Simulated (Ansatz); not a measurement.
## Molecular dynamics of NaFe2O4

input.yaml

```yaml
accuracy: low
crystal:
  lattice:
    - [-2.934551, -5.17609, 0.0]
    - [3.202159, -5.17609, 0.0]
    - [-0.088219, -1.650522, 5.684596]
  atoms:
    - { symbol: Na, position: [0.25, 0.25, 0.5] }
    - { symbol: Fe, position: [0.0, 0.5, 0.0], spin: 2.5 }
    - { symbol: Fe, position: [0.5, 0.5, 0.0], spin: 2.5 }
    - { symbol: O, position: [0.342971, 0.375792, 0.815433] }
    - { symbol: O, position: [0.8756775, 0.3664955, 0.815241] }
    - { symbol: O, position: [0.657029, 0.624208, 0.184567] }
    - { symbol: O, position: [0.1243225, 0.6335045, 0.184759] }
    - { symbol: Na, position: [0.75, 0.75, 0.5] }
    - { symbol: Fe, position: [0.5, 0.0, 0.0], spin: 2.5 }
    - { symbol: Fe, position: [0.0, 0.0, 0.0], spin: 2.5 }
    - { symbol: O, position: [0.842971, 0.875792, 0.815433] }
    - { symbol: O, position: [0.3756775, 0.8664955, 0.815241] }
    - { symbol: O, position: [0.157029, 0.124208, 0.184567] }
    - { symbol: O, position: [0.6243225, 0.1335045, 0.184759] }
magnetization:
  spin_polarized: true
basis:
  ecutwfc: 420.0
kpoints:
  mp_grid: { grid: [2, 2, 2] }
hamiltonian:
  xc: pbesol
scf:
  occupations: { method: fermi_dirac, width: 0.05 }
  lower_state_search: "off"
md:
  timestep: 1
  n_steps: 120
  ensemble: nve
  temperature: 1400.0
  initial_velocities: maxwell_boltzmann
  seed: 964300
```

Command:

```bash
$ ansatz run input.yaml --threads 2 --pin off --max-ram 5120MiB --backend cpu --events-out ev --progress --plain --runs-dir out
```

It starts from an unrelaxed structure (largest force component 1.41 eV/Å).

Output, in part (one step line in 2):

```
md step     0: t =     0.00 fs  T =  1400.0 K  F+E_penalty+E_count = -25230.69684152 eV  E_kin = 2.352532 eV  conserved = -25228.34430954 eV  (40 SCF iters)
md step     2: t =     2.00 fs  T =  1339.2 K  F+E_penalty+E_count = -25230.59446120 eV  E_kin = 2.250348 eV  conserved = -25228.34411309 eV  (25 SCF iters)
md step     4: t =     4.00 fs  T =  1268.4 K  F+E_penalty+E_count = -25230.47528614 eV  E_kin = 2.131365 eV  conserved = -25228.34392124 eV  (26 SCF iters)
md step     6: t =     6.00 fs  T =  1194.9 K  F+E_penalty+E_count = -25230.35165739 eV  E_kin = 2.007907 eV  conserved = -25228.34375059 eV  (27 SCF iters)
md step     8: t =     8.00 fs  T =  1125.1 K  F+E_penalty+E_count = -25230.23416038 eV  E_kin = 1.890535 eV  conserved = -25228.34362495 eV  (27 SCF iters)
md step    10: t =    10.00 fs  T =  1063.6 K  F+E_penalty+E_count = -25230.13078614 eV  E_kin = 1.787246 eV  conserved = -25228.34354027 eV  (28 SCF iters)
md step    12: t =    12.00 fs  T =  1013.4 K  F+E_penalty+E_count = -25230.04644488 eV  E_kin = 1.702884 eV  conserved = -25228.34356089 eV  (24 SCF iters)
md step    14: t =    14.00 fs  T =   974.1 K  F+E_penalty+E_count = -25229.98050262 eV  E_kin = 1.636793 eV  conserved = -25228.34370931 eV  (25 SCF iters)
md step    16: t =    16.00 fs  T =   942.2 K  F+E_penalty+E_count = -25229.92710029 eV  E_kin = 1.583266 eV  conserved = -25228.34383460 eV  (25 SCF iters)
md step    18: t =    18.00 fs  T =   914.8 K  F+E_penalty+E_count = -25229.88112651 eV  E_kin = 1.537244 eV  conserved = -25228.34388267 eV  (22 SCF iters)
md step    20: t =    20.00 fs  T =   891.4 K  F+E_penalty+E_count = -25229.84172210 eV  E_kin = 1.497879 eV  conserved = -25228.34384268 eV  (23 SCF iters)
md step    22: t =    22.00 fs  T =   874.5 K  F+E_penalty+E_count = -25229.81324172 eV  E_kin = 1.469507 eV  conserved = -25228.34373513 eV  (23 SCF iters)
md step    24: t =    24.00 fs  T =   868.8 K  F+E_penalty+E_count = -25229.80356953 eV  E_kin = 1.459918 eV  conserved = -25228.34365133 eV  (22 SCF iters)
md step    26: t =    26.00 fs  T =   877.8 K  F+E_penalty+E_count = -25229.81871130 eV  E_kin = 1.475009 eV  conserved = -25228.34370192 eV  (23 SCF iters)
md step    28: t =    28.00 fs  T =   900.2 K  F+E_penalty+E_count = -25229.85653672 eV  E_kin = 1.512637 eV  conserved = -25228.34389934 eV  (26 SCF iters)
md step    30: t =    30.00 fs  T =   929.1 K  F+E_penalty+E_count = -25229.90538756 eV  E_kin = 1.561231 eV  conserved = -25228.34415608 eV  (28 SCF iters)
md step    32: t =    32.00 fs  T =   955.0 K  F+E_penalty+E_count = -25229.94913053 eV  E_kin = 1.604690 eV  conserved = -25228.34444064 eV  (29 SCF iters)
md step    34: t =    34.00 fs  T =   967.5 K  F+E_penalty+E_count = -25229.97050595 eV  E_kin = 1.625830 eV  conserved = -25228.34467618 eV  (24 SCF iters)
md step    36: t =    36.00 fs  T =   959.4 K  F+E_penalty+E_count = -25229.95687900 eV  E_kin = 1.612239 eV  conserved = -25228.34463997 eV  (24 SCF iters)
md step    38: t =    38.00 fs  T =   931.7 K  F+E_penalty+E_count = -25229.90997193 eV  E_kin = 1.565576 eV  conserved = -25228.34439641 eV  (24 SCF iters)
md step    40: t =    40.00 fs  T =   892.1 K  F+E_penalty+E_count = -25229.84312460 eV  E_kin = 1.499047 eV  conserved = -25228.34407765 eV  (24 SCF iters)
md step    42: t =    42.00 fs  T =   851.2 K  F+E_penalty+E_count = -25229.77421232 eV  E_kin = 1.430409 eV  conserved = -25228.34380302 eV  (24 SCF iters)
md step    44: t =    44.00 fs  T =   818.3 K  F+E_penalty+E_count = -25229.71867770 eV  E_kin = 1.375035 eV  conserved = -25228.34364245 eV  (24 SCF iters)
md step    46: t =    46.00 fs  T =   798.4 K  F+E_penalty+E_count = -25229.68518769 eV  E_kin = 1.341580 eV  conserved = -25228.34360816 eV  (31 SCF iters)
md step    48: t =    48.00 fs  T =   792.0 K  F+E_penalty+E_count = -25229.67450516 eV  E_kin = 1.330819 eV  conserved = -25228.34368656 eV  (28 SCF iters)
md step    50: t =    50.00 fs  T =   795.5 K  F+E_penalty+E_count = -25229.68054852 eV  E_kin = 1.336703 eV  conserved = -25228.34384570 eV  (26 SCF iters)
md step    52: t =    52.00 fs  T =   803.4 K  F+E_penalty+E_count = -25229.69389759 eV  E_kin = 1.349956 eV  conserved = -25228.34394184 eV  (28 SCF iters)
md step    54: t =    54.00 fs  T =   812.1 K  F+E_penalty+E_count = -25229.70856633 eV  E_kin = 1.364633 eV  conserved = -25228.34393365 eV  (24 SCF iters)
md step    56: t =    56.00 fs  T =   821.8 K  F+E_penalty+E_count = -25229.72485322 eV  E_kin = 1.381009 eV  conserved = -25228.34384457 eV  (27 SCF iters)
md step    58: t =    58.00 fs  T =   835.5 K  F+E_penalty+E_count = -25229.74774437 eV  E_kin = 1.404006 eV  conserved = -25228.34373852 eV  (25 SCF iters)
md step    60: t =    60.00 fs  T =   856.5 K  F+E_penalty+E_count = -25229.78297958 eV  E_kin = 1.439290 eV  conserved = -25228.34368930 eV  (27 SCF iters)
md step    62: t =    62.00 fs  T =   886.4 K  F+E_penalty+E_count = -25229.83325534 eV  E_kin = 1.489533 eV  conserved = -25228.34372272 eV  (23 SCF iters)
md step    64: t =    64.00 fs  T =   924.1 K  F+E_penalty+E_count = -25229.89663168 eV  E_kin = 1.552810 eV  conserved = -25228.34382187 eV  (22 SCF iters)
md step    66: t =    66.00 fs  T =   965.8 K  F+E_penalty+E_count = -25229.96691281 eV  E_kin = 1.622942 eV  conserved = -25228.34397086 eV  (25 SCF iters)
md step    68: t =    68.00 fs  T =  1006.5 K  F+E_penalty+E_count = -25230.03549613 eV  E_kin = 1.691386 eV  conserved = -25228.34411057 eV  (22 SCF iters)
md step    70: t =    70.00 fs  T =  1041.4 K  F+E_penalty+E_count = -25230.09412950 eV  E_kin = 1.749925 eV  conserved = -25228.34420496 eV  (20 SCF iters)
md step    72: t =    72.00 fs  T =  1067.0 K  F+E_penalty+E_count = -25230.13724934 eV  E_kin = 1.793012 eV  conserved = -25228.34423707 eV  (21 SCF iters)
md step    74: t =    74.00 fs  T =  1082.4 K  F+E_penalty+E_count = -25230.16298301 eV  E_kin = 1.818770 eV  conserved = -25228.34421256 eV  (19 SCF iters)
md step    76: t =    76.00 fs  T =  1088.3 K  F+E_penalty+E_count = -25230.17296356 eV  E_kin = 1.828815 eV  conserved = -25228.34414826 eV  (21 SCF iters)
md step    78: t =    78.00 fs  T =  1087.3 K  F+E_penalty+E_count = -25230.17124515 eV  E_kin = 1.827159 eV  conserved = -25228.34408655 eV  (22 SCF iters)
md step    80: t =    80.00 fs  T =  1082.1 K  F+E_penalty+E_count = -25230.16241946 eV  E_kin = 1.818371 eV  conserved = -25228.34404894 eV  (22 SCF iters)
md step    82: t =    82.00 fs  T =  1074.7 K  F+E_penalty+E_count = -25230.14995408 eV  E_kin = 1.805917 eV  conserved = -25228.34403731 eV  (27 SCF iters)
md step    84: t =    84.00 fs  T =  1066.7 K  F+E_penalty+E_count = -25230.13644231 eV  E_kin = 1.792428 eV  conserved = -25228.34401472 eV  (22 SCF iters)
md step    86: t =    86.00 fs  T =  1059.6 K  F+E_penalty+E_count = -25230.12447023 eV  E_kin = 1.780473 eV  conserved = -25228.34399717 eV  (19 SCF iters)
md step    88: t =    88.00 fs  T =  1054.7 K  F+E_penalty+E_count = -25230.11624438 eV  E_kin = 1.772249 eV  conserved = -25228.34399540 eV  (19 SCF iters)
md step    90: t =    90.00 fs  T =  1052.5 K  F+E_penalty+E_count = -25230.11270012 eV  E_kin = 1.768667 eV  conserved = -25228.34403287 eV  (21 SCF iters)
md step    92: t =    92.00 fs  T =  1052.5 K  F+E_penalty+E_count = -25230.11279285 eV  E_kin = 1.768678 eV  conserved = -25228.34411502 eV  (23 SCF iters)
md step    94: t =    94.00 fs  T =  1052.5 K  F+E_penalty+E_count = -25230.11289055 eV  E_kin = 1.768653 eV  conserved = -25228.34423740 eV  (22 SCF iters)
md step    96: t =    96.00 fs  T =  1049.0 K  F+E_penalty+E_count = -25230.10701986 eV  E_kin = 1.762658 eV  conserved = -25228.34436204 eV  (23 SCF iters)
md step    98: t =    98.00 fs  T =  1038.1 K  F+E_penalty+E_count = -25230.08885136 eV  E_kin = 1.744409 eV  conserved = -25228.34444228 eV  (23 SCF iters)
md step   100: t =   100.00 fs  T =  1017.6 K  F+E_penalty+E_count = -25230.05446888 eV  E_kin = 1.710004 eV  conserved = -25228.34446531 eV  (25 SCF iters)
md step   102: t =   102.00 fs  T =   986.9 K  F+E_penalty+E_count = -25230.00288697 eV  E_kin = 1.658399 eV  conserved = -25228.34448821 eV  (22 SCF iters)
md step   104: t =   104.00 fs  T =   946.4 K  F+E_penalty+E_count = -25229.93479415 eV  E_kin = 1.590369 eV  conserved = -25228.34442525 eV  (22 SCF iters)
md step   106: t =   106.00 fs  T =   899.2 K  F+E_penalty+E_count = -25229.85520388 eV  E_kin = 1.510923 eV  conserved = -25228.34428102 eV  (19 SCF iters)
md step   108: t =   108.00 fs  T =   850.4 K  F+E_penalty+E_count = -25229.77314976 eV  E_kin = 1.429016 eV  conserved = -25228.34413328 eV  (22 SCF iters)
md step   110: t =   110.00 fs  T =   805.5 K  F+E_penalty+E_count = -25229.69755705 eV  E_kin = 1.353513 eV  conserved = -25228.34404374 eV  (18 SCF iters)
md step   112: t =   112.00 fs  T =   767.8 K  F+E_penalty+E_count = -25229.63414118 eV  E_kin = 1.290155 eV  conserved = -25228.34398598 eV  (19 SCF iters)
md step   114: t =   114.00 fs  T =   739.5 K  F+E_penalty+E_count = -25229.58655049 eV  E_kin = 1.242638 eV  conserved = -25228.34391199 eV  (19 SCF iters)
md step   116: t =   116.00 fs  T =   723.1 K  F+E_penalty+E_count = -25229.55893259 eV  E_kin = 1.215098 eV  conserved = -25228.34383487 eV  (21 SCF iters)
md step   118: t =   118.00 fs  T =   720.9 K  F+E_penalty+E_count = -25229.55513863 eV  E_kin = 1.211331 eV  conserved = -25228.34380770 eV  (20 SCF iters)
md step   120: t =   120.00 fs  T =   733.2 K  F+E_penalty+E_count = -25229.57589660 eV  E_kin = 1.232048 eV  conserved = -25228.34384816 eV  (19 SCF iters)
```

All steps were run. The conserved energy stayed within 0.056 meV per atom of its start (net change 0.033 meV per atom), so the integration is sound. A run of 0.12 ps of so small a system gives no equilibrium averages. No Hubbard correction was used and the magnetic state wasn't searched. Limits of this set-up: coarse k mesh, low accuracy level.

Mean squared displacements from the first frame to the last, about the centre of mass: Na 0.79 Å², Fe 0.04 Å², O 0.17 Å².

Last frame:

```xyz
14
Lattice="-2.9346 -5.1761 0.0000 3.2022 -5.1761 0.0000 -0.0882 -1.6505 5.6846" Properties=species:S:1:pos:R:3
Na 0.684 -2.879 2.773
Fe 1.583 -2.708 0.015
Fe -0.021 -5.237 0.173
O -0.061 -4.622 4.754
O -1.448 -7.690 4.919
O 0.201 -7.294 0.691
O 1.392 -4.292 0.952
Na 0.765 -9.268 2.971
Fe -1.536 -2.433 -0.196
Fe -0.113 0.044 -0.005
O 0.559 -10.631 4.537
O 1.169 -7.595 4.838
O -0.326 -1.547 1.118
O -1.356 -4.194 0.890
```

Run time: 19 min on 2 threads of Intel(R) Xeon(R) 6975P-C (Granite Rapids), on a shared host, peak memory 0.69 GiB.
